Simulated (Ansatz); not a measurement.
The system is AlCo4.

```
Co Al
1.0
     1.28934    0.74440    9.97436
    -1.28934    0.74440    9.97436
     0.00000   -1.48880    9.97436
Co Al
4 1
Direct
  0.40114 0.40114 0.40114
  0.79968 0.79968 0.79968
  0.20032 0.20032 0.20032
  0.59886 0.59886 0.59886
  0.00000 0.00000 0.00000
```

The cell comes from a database or a generator and needn't be the stable form of this composition.

* Program: Ansatz 0.2.0
* Task: relaxation of cell and atoms
* Functional: PBEsol
* Dispersion: D4
* Potentials or basis: Ansatz PAW
* Cutoff: 420 eV (not typed: the program's choice for these potentials)
* k mesh: 12 × 12 × 12
* Occupations: fermi-dirac, width 0.05 eV
* Spin: collinear spin, ferromagnetic start
* Starting moments: [2.0, 2.0, 2.0, 2.0, 0.0] μB

At the start: volume 11.49 Å³/atom.

**Question.** Where does the relaxation end?

**Answer.** It ends after 8 steps and the volume is 10.81 Å³/atom (-5.9 %); space group R-3m (No. 166, to 0.05 Å); moment 5.50 μB per cell.

The path:
```tsv
step	energy change (eV)	largest force (eV/Å)	volume (Å³)
1	0.0000	0.1945	57.44
2	-0.1011	0.0495	55.47
3	-0.1245	0.0424	53.96
4	-0.1247	0.0103	54.07
5	-0.1248	0.0025	54.07
6	-0.1222	0.0023	54.07
7	-0.1222	0.0000	54.05
8	-0.1222	0.0000	54.05
```

Final structure:
```cif
data_structure
_symmetry_space_group_name_H-M 'P 1'
_symmetry_Int_Tables_number 1
_cell_length_a 9.8974
_cell_length_b 9.8974
_cell_length_c 9.8974
_cell_angle_alpha 14.657
_cell_angle_beta 14.657
_cell_angle_gamma 14.657
_cell_volume 54.05
loop_
_atom_site_label
_atom_site_type_symbol
_atom_site_fract_x
_atom_site_fract_y
_atom_site_fract_z
_atom_site_occupancy
Co1 Co 0.40124 0.40124 0.40124 1
Co2 Co 0.79988 0.79988 0.79988 1
Co3 Co 0.20012 0.20012 0.20012 1
Co4 Co 0.59876 0.59876 0.59876 1
Al1 Al 0.00000 0.00000 0.00000 1
```

Caveat: the plane-wave basis is chosen anew once the cell has moved, so the energies of steps on either side of that aren't comparable; pairwise dispersion overbinds metals, which lowers pressure and volume; the PAW data sets come from PBE, with cores solved anew for the run's functional, which leaves a small shift of forces and pressure.
